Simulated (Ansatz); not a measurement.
Run this with the Ansatz DFT code, driven from Python and show what comes out.

The script reads `ch9ge2ps.yaml`:
```yaml
crystal:
  periodic: [false, false, false]
  atoms:
    - { symbol: C, position_ang: [2.9873, 0.4389, -0.5178] }
    - { symbol: Ge, position_ang: [1.3456, -0.2762, 0.2384] }
    - { symbol: S, position_ang: [-0.396, 0.7234, -0.7092] }
    - { symbol: Ge, position_ang: [-1.8353, -0.4556, 0.5032] }
    - { symbol: P, position_ang: [-3.9667, 0.1552, -0.0469] }
    - { symbol: H, position_ang: [3.0014, 0.2529, -1.6113] }
    - { symbol: H, position_ang: [3.8588, -0.0591, -0.0458] }
    - { symbol: H, position_ang: [3.0362, 1.5306, -0.3273] }
    - { symbol: H, position_ang: [1.3261, -0.015, 1.7661] }
    - { symbol: H, position_ang: [1.2774, -1.8014, -0.0291] }
    - { symbol: H, position_ang: [-1.5922, -0.1797, 2.009] }
    - { symbol: H, position_ang: [-1.6409, -1.966, 0.214] }
    - { symbol: H, position_ang: [-3.6804, 1.5771, 0.0331] }
    - { symbol: H, position_ang: [-3.7213, 0.0749, -1.4764] }
basis:
  gaussian: { orbitals: def2-SVP, nuclear_model: point }
hamiltonian:
  xc: hf
output:
  forces: true
```

The script, `deck_ch9ge2ps.py`:
```python
"""Run CH9Ge2PS from an input written out key by key."""

import ansatz as az
import numpy as np


def main() -> None:
    session = az.Session.from_deck("ch9ge2ps.yaml")
    report = session.plan(threads=1).execute().report

    for key in ("converged", "free_energy_ev", "reference_energy_ev", "n_frozen", "n_occupied", "n_virtual"):
        print(f"{key:22s} {report[key]}")
    symbols = ["C", "Ge", "S", "Ge", "P", "H", "H", "H", "H", "H", "H", "H", "H", "H"]

    forces = np.array(report["forces_ev_ang"])
    print("largest force", round(float(np.linalg.norm(forces, axis=1).max()), 4), "eV/A, rms", round(float(np.sqrt((forces ** 2).mean())), 4))
    charges = report["charge_distribution"]
    dipole = np.array(charges["dipole_moment_e_ang"]) * 4.803205
    print("dipole (D): {:.3f} {:.3f} {:.3f}, length {:.3f}".format(*dipole, np.linalg.norm(dipole)))
    print("atom  Mulliken   Lowdin")
    for symbol, m, l in zip(symbols, charges["mulliken_charges_e"], charges["lowdin_charges_e"]):
        print(f"{symbol:4s} {m:9.3f} {l:8.3f}")


if __name__ == "__main__":
    main()
```

```console
$ python deck_ch9ge2ps.py
converged              True
free_energy_ev         -134189.4553704026
reference_energy_ev    -134189.4553704026
n_frozen               0
n_occupied             [55, 55]
n_virtual              [104, 104]
largest force 1.4161 eV/A, rms 0.3997
dipole (D): 1.329 -0.407 0.370, length 1.439
atom  Mulliken   Lowdin
C       -0.362   -0.076
Ge       0.659    0.079
S       -0.516    0.155
Ge       0.526   -0.072
P       -0.053    0.212
H        0.075    0.021
H        0.069    0.021
H        0.075    0.021
H       -0.123   -0.072
H       -0.123   -0.072
H       -0.102   -0.068
H       -0.102   -0.068
H       -0.012   -0.041
H       -0.012   -0.041
```

The settings weren't tested for convergence. The geometry is a force-field or estimated start, not a minimum of this method, and the basis set is short of its limit. The Löwdin charges here are taken after orthogonalising the functions within each atom; they differ from plain Löwdin charges, and their signs can be unphysical. Run time: 11 s on 1 thread of Intel(R) Xeon(R) Platinum 8259CL CPU @ 2.50GHz (Skylake/Cascade Lake), with other jobs on the host, peak memory 0.52 GiB.

(Lines on the test bed's own set-up are left out of the output.)
